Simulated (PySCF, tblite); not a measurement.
# C₄H₁₃GeNSi: geometry, infrared bands and NMR shifts

Aim: predict the infrared bands and NMR shifts of C₄H₁₃GeNSi (`C[Si@@H]([NH][GeH3])C1CC1`).

The runs use tblite 0.8.0 and PySCF 2.14.0, with density-fitted response routines of our own; the level of theory stands in each step. All values are computed, except where a source is named. Atoms are numbered from 0 throughout.

## Step 1: The molecule as given

20 atoms, charge 0, multiplicity 1; geometry from: force field or distance geometry start.

Bonds of the start (Å): C0–Si1 1.88, Si1–N2 1.77, N2–Ge3 1.86, Si1–C4 1.84, C4–C5 1.52, C5–C6 1.51, C6–C4 1.50, C0–H7 1.11, C0–H8 1.12, C0–H9 1.09, Si1–H10 1.49, N2–H11 1.05, Ge3–H12 1.52, Ge3–H13 1.54, Ge3–H14 1.56, C4–H15 1.11, C5–H16 1.09, C5–H17 1.12, C6–H18 1.12, C6–H19 1.11.

## Step 2: Optimising the geometry with GFN2-xTB

What the job is given:

```
{"job": {"kind": "relax", "xc": "GFN2-xTB", "basis": "xTB"}, "charge": 0, "multiplicity": 1}
C      0.687700    -1.833900    -0.238400
Si     0.166400    -0.058000     0.110900
N      1.298200     0.967300    -0.788300
Ge     3.003300     0.407300    -0.296600
C     -1.602000     0.091200    -0.381100
C     -2.544600     0.090200     0.813800
C     -2.407400     1.316000    -0.057800
H      0.991100    -2.280200     0.730600
H     -0.189000    -2.389200    -0.659200
H      1.470600    -1.893200    -0.994900
H      0.350600     0.279000     1.548700
H      1.188800     1.985200    -0.553600
H      3.974400     0.366600    -1.468000
H      3.495900     1.275000     0.882400
H      2.847500    -1.047600     0.255900
H     -2.003100    -0.554800    -1.195600
H     -3.436800    -0.541300     0.767200
H     -2.045300     0.081900     1.820400
H     -3.340700     1.522800    -0.632800
H     -1.910800     2.226300     0.333600
```

Launch:

```sh
$ OMP_NUM_THREADS=1 python probes_run.py task.json out
```

This one command runs all jobs of the session in turn.

**Question.** This job is followed by: GFN2-xTB harmonic vibrations, gas phase; GIAO PBE0/pcSseg-1 NMR shielding, non-relativistic, gas phase. Predict these results of the whole session: strongest single infrared mode (GFN2-xTB); zero-point energy (GFN2-xTB); 13C shifts against TMS (PBE0/pcSseg-1); 1H shifts against TMS (PBE0/pcSseg-1, means over atoms taken as alike); 29Si shifts against TMS (PBE0/pcSseg-1); 15N shifts against NH3 (PBE0/pcSseg-1); 73Ge shifts against GeMe4 (PBE0/pcSseg-1).

The runs gave:

```
                                                              quantity                                                       value
                             strongest single infrared mode (GFN2-xTB)                                       2051 cm⁻¹, 465 km/mol
                                          zero-point energy (GFN2-xTB)                                               96.2 kcal/mol
                                13C shifts against TMS (PBE0/pcSseg-1)                                   3.8, -0.1, -1.4, -1.7 ppm
1H shifts against TMS (PBE0/pcSseg-1, means over atoms taken as alike)  4.43, 4.42, 0.63, 0.52, 0.30, 0.21, 0.00, -0.28, -0.47 ppm
                               29Si shifts against TMS (PBE0/pcSseg-1)                                                     1.9 ppm
                                15N shifts against NH3 (PBE0/pcSseg-1)                                                    -3.3 ppm
                             73Ge shifts against GeMe4 (PBE0/pcSseg-1)                                                    -154 ppm
```

In words: Over 192 steps the energy fell by 0.871 eV; of the close pairs, Ge3–H14 changed most, 1.564 to 1.496 Å. All 54 modes are real, so the xTB geometry is a minimum. The strongest single mode, at 2051 cm⁻¹, moves mainly H12 and H14. Unscaled tight-binding wavenumbers are off by several per cent, some by more. Its intensities can rank the bands wrongly. At PBE0/pcSseg-1: Shielding is most anisotropic at Ge3 (span 306 ppm, paramagnetic term -1269 ppm). Spin-orbit coupling is left out, which matters for shieldings and couplings at and beside the heavy atoms.
